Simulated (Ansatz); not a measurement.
# AgO: the cost of one run

Computed with Ansatz 0.2.0 (DFT PBEsol, scalar-relativistic, plane waves, PAW, unless a step's input says otherwise).

## Step 1: The system as given

It takes space group F-43m (No. 216, cubic). Conventional cell: a = 4.816 Å, b = 4.816 Å, c = 4.816 Å, α = 90.00°, β = 90.00°, γ = 90.00°. Ag (site symmetry -43m) has 4 O at 2.09 Å as nearest neighbours. Around O (site symmetry -43m) lie 4 Ag at 2.09 Å.

Structure file:

```cif
data_structure
_symmetry_space_group_name_H-M 'P 1'
_symmetry_Int_Tables_number 1
_cell_length_a 6.8109
_cell_length_b 6.8109
_cell_length_c 6.8109
_cell_angle_alpha 60.000
_cell_angle_beta 60.000
_cell_angle_gamma 60.000
_cell_volume 223.40
loop_
_atom_site_label
_atom_site_type_symbol
_atom_site_fract_x
_atom_site_fract_y
_atom_site_fract_z
_atom_site_occupancy
Ag1 Ag 0.50000 0.00000 0.00000 1
Ag2 Ag 0.50000 0.00000 0.50000 1
Ag3 Ag 0.50000 0.50000 0.00000 1
Ag4 Ag 0.50000 0.50000 0.50000 1
Ag5 Ag 0.00000 0.00000 0.00000 1
Ag6 Ag 0.00000 0.00000 0.50000 1
Ag7 Ag 0.00000 0.50000 0.00000 1
Ag8 Ag 0.00000 0.50000 0.50000 1
O1 O 0.12500 0.12500 0.62500 1
O2 O 0.12500 0.12500 0.12500 1
O3 O 0.12500 0.62500 0.62500 1
O4 O 0.12500 0.62500 0.12500 1
O5 O 0.62500 0.12500 0.62500 1
O6 O 0.62500 0.12500 0.12500 1
O7 O 0.62500 0.62500 0.62500 1
O8 O 0.62500 0.62500 0.12500 1
```

No relaxation comes first: the listed cell is the starting point.

## Step 2: The perfect supercell on the trajectory's mesh

File input.yaml:

```yaml
crystal:
  lattice:
    - [4.816, -4.816, 0.0]
    - [4.816, 0.0, 4.816]
    - [0.0, -4.816, 4.816]
  atoms:
    - { symbol: Ag, position: [0.5, 0.0, 0.0] }
    - { symbol: Ag, position: [0.5, 0.0, 0.5] }
    - { symbol: Ag, position: [0.5, 0.5, 0.0] }
    - { symbol: Ag, position: [0.5, 0.5, 0.5] }
    - { symbol: Ag, position: [0.0, 0.0, 0.0] }
    - { symbol: Ag, position: [0.0, 0.0, 0.5] }
    - { symbol: Ag, position: [0.0, 0.5, 0.0] }
    - { symbol: Ag, position: [0.0, 0.5, 0.5] }
    - { symbol: O, position: [0.125, 0.125, 0.625] }
    - { symbol: O, position: [0.125, 0.125, 0.125] }
    - { symbol: O, position: [0.125, 0.625, 0.625] }
    - { symbol: O, position: [0.125, 0.625, 0.125] }
    - { symbol: O, position: [0.625, 0.125, 0.625] }
    - { symbol: O, position: [0.625, 0.125, 0.125] }
    - { symbol: O, position: [0.625, 0.625, 0.625] }
    - { symbol: O, position: [0.625, 0.625, 0.125] }
  symmetry: { detect: false }
basis:
  ecutwfc: 420
kpoints:
  mp_grid: { grid: [2, 2, 2], shift: [0.5, 0.5, 0.5] }
hamiltonian:
  xc: pbesol
scf:
  occupations: { method: gaussian, width: 0.1 }
output:
  forces: true
  stress: true
  eigenvalues: true
```

Launch:

```sh
$ ansatz run input.yaml --threads 4 --pin off --max-ram 5120MiB --backend cpu --events-out ev --progress --plain --runs-dir out
```

What time and memory should one allow on 4 threads of Arm Neoverse N1, shared host?

About 5.8 s, with a peak of 0.81 GiB.
